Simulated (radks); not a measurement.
# Spin polarisation of the 4f shell in Er

The task here is to estimate one member of a computed series from the others.

The numbers are computed with radks (a radial shooting solver on a logarithmic mesh, Libxc functionals) version 1 (non-relativistic Kohn-Sham, PBE, spin-polarised, spherical densities, point nucleus), except any that are marked as measured or tabulated.

## What is computed

- element: erbium (Z = 68)
- charge: 0
- electrons: 68
- configuration: [Xe] 4f(up 6, down 6) 6s2

A shell typed twice in an input gives spin up, then spin down.

Set-up of the first run:

The run's settings:

```text
Z 68
configuration [Xe] 4f6 4f6 6s2
relativity non-relativistic
functional pbe,pbe
spin polarised
nucleus point
```

On the command line:

```sh
python run_ks.py task.json out
```

The same process makes all the runs of this session.

Among the steps run: No moment.

One of the session's tables, all rows but one given; the rest of the session is left out.

It belongs to the step «No moment». Sizes of the orbitals, from the radial functions (bohr):

```
level     <r>  outermost maximum (interpolated)  90 % within  nodes
   3d  0.2050                             0.168        0.318      0
   4s  0.5458                             0.508        0.783      3
   4p  0.5571                             0.511        0.810      2
   4d  0.5858                             0.514        0.880      1
   5s   1.361                              1.21         1.97      4
   5p   1.550                              1.32         2.29      3
   4f       ?                                 ?            ?      ?
   6s   4.322                              3.68         6.40      5
```

Estimate the missing values for 4f.

**Answer.** <r>: 0.7849; outermost maximum (interpolated): 0.501; 90 % within: 1.36; nodes: 0. In the column «<r>» it lies between 4d (0.5858) and 5s (1.361).
